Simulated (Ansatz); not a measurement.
# C₂BrF₅: how energies converge with the basis set

An exercise on one series of results from a longer session: the logs are not shown, and one member is left open.

The runs use Ansatz 0.2.0, Gaussian basis; one geometry, several basis sets.

Plan: PBE0-D4/def2-SVP; ωB97M-V/def2-SVP; PBE0-D4/def2-QZVPP; ωB97M-V/def2-QZVPP; the functionals' def2-TZVPP values are taken from earlier runs.

## Structure used throughout

All runs share one geometry, relaxed beforehand with PBE0-D4 in a triple-zeta def2 set.

SMILES `FC(F)(F)C(F)(F)Br`, 8 atoms, charge 0, spin multiplicity 1.

Atoms are counted from 1 here; the program's logs count them from 0.

Bond lengths: F1–C2 1.324 Å, C2–F3 1.324 Å, C2–F4 1.328 Å, C2–C5 1.551 Å, C5–F6 1.329 Å, C5–F7 1.329 Å, C5–Br8 1.929 Å. Angles: F1–C2–F3 109.4°, F1–C2–F4 108.8°, F1–C2–C5 110.5°, F3–C2–F4 108.8°, F3–C2–C5 110.5°, F4–C2–C5 108.8°, C2–C5–F6 108.6°, C2–C5–F7 108.6°, C2–C5–Br8 111.2°, F6–C5–F7 108.7°, F6–C5–Br8 109.9°, F7–C5–Br8 109.9°.

The first run:

in.yaml reads:

```yaml
crystal:
  periodic: [false, false, false]
  atoms:
    - {symbol: F, position_ang: [0.203193, -1.582340, -0.721796]}
    - {symbol: C, position_ang: [-0.207607, -0.324140, -0.702637]}
    - {symbol: F, position_ang: [-1.526842, -0.291230, -0.806232]}
    - {symbol: F, position_ang: [0.319201, 0.313805, -1.741650]}
    - {symbol: C, position_ang: [0.253215, 0.378615, 0.600799]}
    - {symbol: F, position_ang: [-0.148563, 1.645343, 0.564118]}
    - {symbol: F, position_ang: [1.581568, 0.354497, 0.648423]}
    - {symbol: Br, position_ang: [-0.474167, -0.494542, 2.158976]}
basis:
  gaussian: {orbitals: def2-SVP}
hamiltonian: {xc: pbe0, dispersion: d4}
output: {orbitals: {seedname: orbitals}}
```

Command:

```sh
> ansatz run in.yaml --threads 2 --pin off --events-out ev --progress --plain --max-ram 22528MiB --backend cpu
```

Among the steps run: PBE0-D4 in def2-SVP; ωB97M-V in def2-SVP; PBE0-D4 in def2-QZVPP; ωB97M-V in def2-QZVPP.

One of the session's tables, all rows but one given; the rest of the session is left out.

It belongs to the step «Functionals by basis». 

```
functional       basis  HOMO (eV)
   PBE0-D4    def2-SVP      -9.15
   PBE0-D4  def2-TZVPP      -9.26
   PBE0-D4  def2-QZVPP          ?
   ωB97M-V    def2-SVP     -11.42
   ωB97M-V  def2-TZVPP     -11.56
   ωB97M-V  def2-QZVPP     -11.59
```

Estimate the missing values for PBE0-D4, def2-QZVPP.

**Answer.** HOMO (eV): -9.29. In the column «HOMO (eV)» it lies between ωB97M-V, def2-SVP (-11.42) and PBE0-D4, def2-TZVPP (-9.26).
